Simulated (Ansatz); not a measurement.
# Al2B3N5: the cost of one run

Computed with Ansatz 0.2.0 (DFT PBE, scalar-relativistic, plane waves, PAW, unless a step's input says otherwise).

### Step 1. The structure to begin with

It takes space group P1 (No. 1, triclinic). Conventional cell: a = 4.266 Å, b = 4.497 Å, c = 5.919 Å, α = 100.92°, β = 96.94°, γ = 105.26°. Around Al (site symmetry 1) lie 3 N at 1.50 Å. B (site symmetry 1) is surrounded by 3 N at 1.50 Å. Around N (site symmetry 1) lie 1 Al at 1.50 Å and 2 B at 1.50 Å. Around N (site symmetry 1) lie 2 Al at 1.50 Å and 1 B at 1.50 Å. N (site symmetry 1) has 1 B at 1.50 Å and 2 Al at 1.50 Å as nearest neighbours. Only part of the 10 independent sites is listed.

Structure file:

```xyz
10
Lattice="4.2661 0.0000 0.0000 -1.1838 4.3387 0.0000 -0.7148 -1.3571 5.7170" Properties=species:S:1:pos:R:3 pbc="T T T"
Al    0.0001    2.3317    1.1436
Al    1.1839    0.3248    2.2870
B     1.1839    2.6566    3.4304
B     2.3676    0.6497    4.5737
B    -1.1837    4.3386    0.0002
N     2.7621    1.5354    5.7169
N     0.3946    0.8856    1.1433
N     0.3946    3.2174    2.2867
N     1.5783    1.2105    3.4301
N     2.7621   -0.7964    4.5735
```

The start is an ordering of an alloy on its end members' structure types: elements ordered on the sites of the BN type, B/Al on B (P1, No. 1).

### Step 2. The guess as it stands, on a coarse mesh

Contents of input.yaml:

```yaml
crystal:
  lattice:
    - [4.26613781, 0.0, 0.0]
    - [-1.18376561, 4.33869869, 0.0]
    - [-0.71484098, -1.35707017, 5.71697324]
  atoms:
    - { symbol: Al, position: [0.20002918, 0.59999027, 0.20002918] }
    - { symbol: Al, position: [0.40002918, 0.19999027, 0.40002918] }
    - { symbol: B, position: [0.60002918, 0.79999027, 0.60002918] }
    - { symbol: B, position: [0.80002918, 0.39999027, 0.80002918] }
    - { symbol: B, position: [2.918e-05, 0.99999027, 2.918e-05] }
    - { symbol: "N", position: [0.99999081, 0.66666973, 0.99999081] }
    - { symbol: "N", position: [0.19999081, 0.26666973, 0.19999081] }
    - { symbol: "N", position: [0.39999081, 0.86666973, 0.39999081] }
    - { symbol: "N", position: [0.59999081, 0.46666973, 0.59999081] }
    - { symbol: "N", position: [0.79999081, 0.06666973, 0.79999081] }
basis:
  ecutwfc: 420
kpoints:
  mp_grid: { grid: [4, 4, 4] }
hamiltonian:
  xc: pbe
scf:
  occupations: { method: gaussian, width: 0.1 }
  lower_state_search: "off"
output:
  forces: true
  stress: true
  eigenvalues: true
```

Started as:

```console
$ ansatz run input.yaml --threads 1 --pin off --max-ram 2560MiB --backend cpu --events-out ev --progress --plain --runs-dir out
```

**Question.** How long does this run take on 1 thread of AMD EPYC 9R45 (Zen 5), shared host, and how much memory does it need?

About 4.2 s, with a peak of 0.39 GiB.
